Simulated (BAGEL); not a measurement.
# singlet [GeSiH5]+, step by step

We compute a single-point energy (singlet [GeSiH5]+, HF/def2-SVP), then the energy (doublet GeSiH5, NEVPT2(3,3)/def2-SVP), then a single-point energy (doublet GeSiH5, CASPT2(3,3)/def2-SVP) of GeH5Si. 

The results are computed with BAGEL 1.2.2.

### 1 The structure to begin with

[GeSiH5]+: 7 atoms, total charge +1, spin state singlet. As SMILES of the parent species, `[SiH2][GeH3]`. The Si1–H4 distance was set to 2.010 Å, away from the relaxed value. That shape belongs to the parent species and isn't relaxed for this state. At this shape a bond of the SMILES string is far longer than usual.

Bond lengths: Si1–Ge2 2.370 Å, Si1–H3 1.489 Å, Ge2–H5 1.537 Å, Ge2–H6 1.541 Å, Ge2–H7 1.537 Å. Angles: Si1–Ge2–H5 109.6°, Si1–Ge2–H6 112.0°, Si1–Ge2–H7 109.7°, Ge2–Si1–H3 113.4°, H5–Ge2–H6 108.4°, H5–Ge2–H7 108.7°, H6–Ge2–H7 108.4°. A long bond or contact: Si1–H4 2.010 Å.

### 2 A single-point energy at HF/def2-SVP (density fitting with svp-jkfit) (run 1)

Contents of input.json:

```json
{ "bagel": [

{
  "title": "molecule",
  "basis": "svp",
  "df_basis": "svp-jkfit",
  "geometry": [
    { "atom": "Si", "xyz": [     0.72172987,    -2.45136785,     0.01003445 ] },
    { "atom": "Ge", "xyz": [     1.44625087,     1.96737875,     0.13418945 ] },
    { "atom": "H", "xyz": [     1.22798750,    -3.73600367,     2.46157615 ] },
    { "atom": "H", "xyz": [    -2.75219713,    -3.37259421,    -1.21962924 ] },
    { "atom": "H", "xyz": [     0.97079577,     3.10574977,    -2.49498651 ] },
    { "atom": "H", "xyz": [    -0.29702148,     3.30568279,     2.04451359 ] },
    { "atom": "H", "xyz": [     4.20184950,     2.48591960,     0.89083579 ] }
  ]
},

{
  "title": "hf",
  "charge": 1
},

{
  "title": "print",
  "file": "orbitals.molden",
  "orbitals": "true"
}

]}
```

Run with:

```bash
BAGEL_NUM_THREADS=1 BAGEL input.json > input.out
```

Standard output:

```text
* using 1 threads per process

  ===============================================================
  ===============================================================

  *** Geometry ***

  { "atom" : "Si", "xyz" : [      0.721730,     -2.451368,      0.010034 ] },
  { "atom" : "Ge", "xyz" : [      1.446251,      1.967379,      0.134189 ] },
  { "atom" : "H", "xyz" : [      1.227988,     -3.736004,      2.461576 ] },
  { "atom" : "H", "xyz" : [     -2.752197,     -3.372594,     -1.219629 ] },
  { "atom" : "H", "xyz" : [      0.970796,      3.105750,     -2.494987 ] },
  { "atom" : "H", "xyz" : [     -0.297021,      3.305683,      2.044514 ] },
  { "atom" : "H", "xyz" : [      4.201849,      2.485920,      0.890836 ] },

  Number of auxiliary basis functions:      484

  Since a DF basis is specified, we compute 2- and 3-index integrals:
    o Being stored without compression. Storage requirement is 0.022 GB

  Number of basis functions:       75
  Number of electrons      :       51

    * METHOD: MOLECULE                             0.23

  *** RHF ***

  === Nuclear Repulsion ===
   159.9454432973

      * DIIS with orbital gradients will be used.

  === RHF iteration (svp) ===
      0      -2366.37667520          0.01043624           0.07
      1      -2366.45386388          0.00294904           0.07
      2      -2366.45928688          0.00088084           0.07
      3      -2366.45988445          0.00024119           0.07
      4      -2366.45991976          0.00009439           0.07
      5      -2366.45992768          0.00002834           0.07
      6      -2366.45992912          0.00000997           0.07
      7      -2366.45992933          0.00000366           0.07
      8      -2366.45992936          0.00000103           0.07
      9      -2366.45992936          0.00000031           0.07
     10      -2366.45992936          0.00000012           0.07
     11      -2366.45992936          0.00000007           0.07
     12      -2366.45992936          0.00000002           0.07
     13      -2366.45992936          0.00000001           0.07
    * SCF iteration converged.

    * Permanent dipole moment:
           (    0.190703,     2.014832,     0.149086) a.u.

    * METHOD: HF                                   1.21

    * METHOD: PRINT                                0.02

  ===============================================================
```

Run time: 1.6 s. Hardware: 1 thread of Arm Neoverse V1, shared host; peak memory 0.14 GiB.

### 3 Doublet neutral GeSiH5: a single-point energy at NEVPT2(3,3)/def2-SVP (density fitting with svp-jkfit) (run 2)

Contents of input.json:

```json
{ "bagel" : [

{
  "title" : "molecule",
  "basis" : "svp",
  "df_basis" : "svp-jkfit",
  "angstrom" : false,
  "geometry" : [
    { "atom" : "Si", "xyz" : [     0.72172987,    -2.45136785,     0.01003445 ] },
    { "atom" : "Ge", "xyz" : [     1.44625087,     1.96737875,     0.13418945 ] },
    { "atom" : "H", "xyz" : [     1.22798750,    -3.73600367,     2.46157615 ] },
    { "atom" : "H", "xyz" : [    -2.75219713,    -3.37259421,    -1.21962924 ] },
    { "atom" : "H", "xyz" : [     0.97079577,     3.10574977,    -2.49498651 ] },
    { "atom" : "H", "xyz" : [    -0.29702148,     3.30568279,     2.04451359 ] },
    { "atom" : "H", "xyz" : [     4.20184950,     2.48591960,     0.89083579 ] }
  ]
},

{
  "title" : "hf",
  "charge" : 1
},

{
  "title" : "casscf",
  "nstate" : 1,
  "nact" : 3,
  "nclosed" : 24,
  "charge" : 0,
  "nspin" : 1,
  "active" : [25, 26, 27],
  "maxiter" : 200,
  "natocc" : true
},

{
  "title" : "nevpt2",
  "nstate" : 1,
  "nact" : 3,
  "nclosed" : 24,
  "charge" : 0,
  "nspin" : 1,
  "active" : [25, 26, 27],
  "maxiter" : 200,
  "natocc" : true,
  "ncore" : 14
},

{
  "title" : "print",
  "file" : "orbitals.molden",
  "orbitals" : true
}

]}
```

Run with:

```bash
BAGEL_NUM_THREADS=1 BAGEL input.json > input.out
```

Standard output:

```text
* using 1 threads per process

  ===============================================================
  ===============================================================

  *** Geometry ***

  { "atom" : "Si", "xyz" : [      0.721730,     -2.451368,      0.010034 ] },
  { "atom" : "Ge", "xyz" : [      1.446251,      1.967379,      0.134189 ] },
  { "atom" : "H", "xyz" : [      1.227988,     -3.736004,      2.461576 ] },
  { "atom" : "H", "xyz" : [     -2.752197,     -3.372594,     -1.219629 ] },
  { "atom" : "H", "xyz" : [      0.970796,      3.105750,     -2.494987 ] },
  { "atom" : "H", "xyz" : [     -0.297021,      3.305683,      2.044514 ] },
  { "atom" : "H", "xyz" : [      4.201849,      2.485920,      0.890836 ] },

  Number of auxiliary basis functions:      484

[... 21 lines left out ...]
    * SCF iteration converged.
[... 1 line left out ...]
    * Permanent dipole moment:
[... 28 lines left out ...]
    * Second-order optimization converged. *
[... 11 lines left out ...]
     * ci vector, state   0, <S^2> = 0.7500
       2a.    -0.9813521335
       .a2    -0.1767769650
       .2a    -0.0545601502

    * METHOD: CASSCF                               4.42

    * freezing 14 orbitals

  === DF-NEVPT2 calculation ===

    * 3-index integral transformation done
    * assembly done

      NEVPT2 correlation energy:   -0.3076508904      0.11

          (+0)     -0.2606276522
          (+0)'    -0.0083519546
          (+1)     -0.0069572270
          (+1)'    -0.0000949198
          (+2)     -0.0002709208
          (-1)     -0.0209958686
          (-1)'    -0.0019608820
          (-2)     -0.0083914654

      NEVPT2 total energy:       -2367.0892521685

    * METHOD: NEVPT2                               0.25

    * METHOD: PRINT                                0.02

  ===============================================================
```

Wall time 6.3 s (1 thread of Arm Neoverse V1, shared host); peak memory 0.14 GiB.

### 4 Doublet neutral GeSiH5: a single-point energy at CASPT2(3,3)/def2-SVP (density fitting with svp-jkfit) (run 3)

Contents of input.json:

```json
{ "bagel": [

{
  "title": "molecule",
  "basis": "svp",
  "df_basis": "svp-jkfit",
  "angstrom": false,
  "geometry": [
    { "atom": "Si", "xyz": [     0.72172987,    -2.45136785,     0.01003445 ] },
    { "atom": "Ge", "xyz": [     1.44625087,     1.96737875,     0.13418945 ] },
    { "atom": "H", "xyz": [     1.22798750,    -3.73600367,     2.46157615 ] },
    { "atom": "H", "xyz": [    -2.75219713,    -3.37259421,    -1.21962924 ] },
    { "atom": "H", "xyz": [     0.97079577,     3.10574977,    -2.49498651 ] },
    { "atom": "H", "xyz": [    -0.29702148,     3.30568279,     2.04451359 ] },
    { "atom": "H", "xyz": [     4.20184950,     2.48591960,     0.89083579 ] }
  ]
},

{ "title": "hf", "charge": 1 },

{
  "title": "casscf",
  "nstate": 1,
  "nact": 3,
  "nclosed": 24,
  "charge": 0,
  "nspin": 1,
  "active": [25, 26, 27],
  "maxiter": 200,
  "natocc": true
},

{ "title": "print", "file": "orbitals.molden", "orbitals": true },

{ "title": "smith", "method": "caspt2", "ms": true, "xms": true, "sssr": true, "shift": 0.2, "shift_imag": true, "ncore": 14 }

]}
```

Run with:

```bash
BAGEL_NUM_THREADS=1 BAGEL input.json > input.out
```

Standard output:

```text
* using 1 threads per process

  ===============================================================
  ===============================================================

  *** Geometry ***

  { "atom" : "Si", "xyz" : [      0.721730,     -2.451368,      0.010034 ] },
  { "atom" : "Ge", "xyz" : [      1.446251,      1.967379,      0.134189 ] },
  { "atom" : "H", "xyz" : [      1.227988,     -3.736004,      2.461576 ] },
  { "atom" : "H", "xyz" : [     -2.752197,     -3.372594,     -1.219629 ] },
  { "atom" : "H", "xyz" : [      0.970796,      3.105750,     -2.494987 ] },
  { "atom" : "H", "xyz" : [     -0.297021,      3.305683,      2.044514 ] },
  { "atom" : "H", "xyz" : [      4.201849,      2.485920,      0.890836 ] },

  Number of auxiliary basis functions:      484

[... 21 lines left out ...]
    * SCF iteration converged.
[... 1 line left out ...]
    * Permanent dipole moment:
[... 28 lines left out ...]
    * Second-order optimization converged. *
[... 11 lines left out ...]
     * ci vector, state   0, <S^2> = 0.7500
[... 17 lines left out ...]
    * Zeroth order energy : state  0       -0.9290232877
[... 4 lines left out ...]
       #      aibj      arbs      arbi      airj      risj      airs      arst      rist         Etot      error   time
[... 2 lines left out ...]
       0  -0.26001  -0.01047  -0.02267  -0.00781  -0.00041  -0.00786  -0.00189  -0.00009   -0.3112161  0.0010834   0.05
       1  -0.26012  -0.01052  -0.02273  -0.00790  -0.00044  -0.00803  -0.00194  -0.00010   -0.3117798  0.0002125   0.04
       2  -0.26012  -0.01052  -0.02274  -0.00791  -0.00044  -0.00803  -0.00193  -0.00010   -0.3118015  0.0000433   0.04
       3  -0.26012  -0.01053  -0.02274  -0.00791  -0.00044  -0.00804  -0.00193  -0.00010   -0.3118024  0.0000093   0.04
       4  -0.26012  -0.01053  -0.02274  -0.00791  -0.00044  -0.00804  -0.00193  -0.00010   -0.3118024  0.0000017   0.04
       5  -0.26012  -0.01053  -0.02274  -0.00791  -0.00044  -0.00804  -0.00193  -0.00010   -0.3118024  0.0000003   0.05

      ------------------------------------------------------------------------------------------------------------------

    * CASPT2 energy : state  0    -2367.0955169589
        w/o shift correction      -2367.0934036738
        reference weight              0.9038135167

    * METHOD: SMITH                                0.46

  ===============================================================
```

Run time: 6.9 s. Hardware: 1 thread of Arm Neoverse V1, shared host; peak memory 0.14 GiB.

### 5 What came out

| quantity | value |
| --- | --- |
| run 1, HF/def2-SVP: total energy | -2366.45993 Eh |
| run 1, HF/def2-SVP: HOMO energy | -16.72 eV |
| run 1, HF/def2-SVP: LUMO energy | -7.13 eV |
| run 1, HF/def2-SVP: HOMO–LUMO gap | 9.59 eV |
| doublet neutral GeSiH5, run 2: total energy | -2367.08925 Eh |
| doublet neutral GeSiH5, run 3: total energy | -2367.09552 Eh |
